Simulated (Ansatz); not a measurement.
# C2H3BClF3O: small, medium and large basis sets

The task here is to estimate one member of a computed series from the others.

Computed with Ansatz 0.2.0, Gaussian basis. Level: one geometry, several basis sets.

The runs, in order: PBE0-D4/def2-SVP; ωB97M-V/def2-SVP; PBE0-D4/def2-QZVPP; ωB97M-V/def2-QZVPP; the functionals' def2-TZVPP values are taken from earlier runs.

### The relaxed structure

The geometry comes from an earlier relaxation with PBE0-D4 in a triple-zeta def2 set; it is a stationary point, not always the lowest conformer.

SMILES `FC(F)(F)COBCl`, 11 atoms, charge 0, spin multiplicity 1.

Atoms are counted from 1 here; the program's logs count them from 0.

Bond lengths: F1–C2 1.338 Å, C2–F3 1.331 Å, C2–F4 1.336 Å, C2–C5 1.515 Å, C5–O6 1.402 Å, C5–H9 1.094 Å, C5–H10 1.091 Å, O6–B7 1.345 Å, B7–Cl8 1.745 Å, B7–H11 1.194 Å. Angles: F1–C2–F3 108.1°, F1–C2–F4 108.0°, F1–C2–C5 109.3°, F3–C2–F4 107.7°, F3–C2–C5 112.2°, F4–C2–C5 111.4°, C2–C5–O6 110.0°, C2–C5–H9 107.8°, C2–C5–H10 108.0°, O6–C5–H9 112.2°, O6–C5–H10 109.1°, H9–C5–H10 109.6°, C5–O6–B7 121.2°, O6–B7–Cl8 118.0°, O6–B7–H11 122.1°, Cl8–B7–H11 119.9°.

Set-up of the first run:

Input file in.yaml:

```yaml
crystal:
  periodic: [false, false, false]
  atoms:
    - {symbol: F, position_ang: [-1.510775, 1.822010, 1.016461]}
    - {symbol: C, position_ang: [-1.023260, 1.049766, 0.038915]}
    - {symbol: F, position_ang: [-0.963864, 1.779079, -1.073125]}
    - {symbol: F, position_ang: [-1.890130, 0.055341, -0.172049]}
    - {symbol: C, position_ang: [0.336044, 0.520796, 0.449094]}
    - {symbol: O, position_ang: [0.864819, -0.284370, -0.569089]}
    - {symbol: B, position_ang: [0.921919, -1.621596, -0.440704]}
    - {symbol: Cl, position_ang: [1.544927, -2.548031, -1.782033]}
    - {symbol: H, position_ang: [0.212628, -0.027180, 1.387378]}
    - {symbol: H, position_ang: [0.996383, 1.375016, 0.608163]}
    - {symbol: H, position_ang: [0.576807, -2.177929, 0.557488]}
basis:
  gaussian: {orbitals: def2-SVP}
hamiltonian: {xc: pbe0, dispersion: d4}
output: {orbitals: {seedname: orbitals}}
```

Among the steps run: PBE0-D4 in def2-SVP; ωB97M-V in def2-SVP; PBE0-D4 in def2-QZVPP; ωB97M-V in def2-QZVPP.

One table of the session follows, with a row left open; its other results are not shown here.

It belongs to the step «Density functionals: the series». 

| functional | basis | HOMO (eV) |
| --- | --- | --- |
| PBE0-D4 | def2-SVP | -8.97 |
| PBE0-D4 | def2-TZVPP | -9.14 |
| PBE0-D4 | def2-QZVPP | -9.17 |
| ωB97M-V | def2-SVP | ? |
| ωB97M-V | def2-TZVPP | -11.44 |
| ωB97M-V | def2-QZVPP | -11.48 |

Estimate the missing values for ωB97M-V, def2-SVP.

As computed: HOMO (eV): -11.23. In the column «HOMO (eV)» it lies between ωB97M-V, def2-TZVPP (-11.44) and PBE0-D4, def2-QZVPP (-9.17).
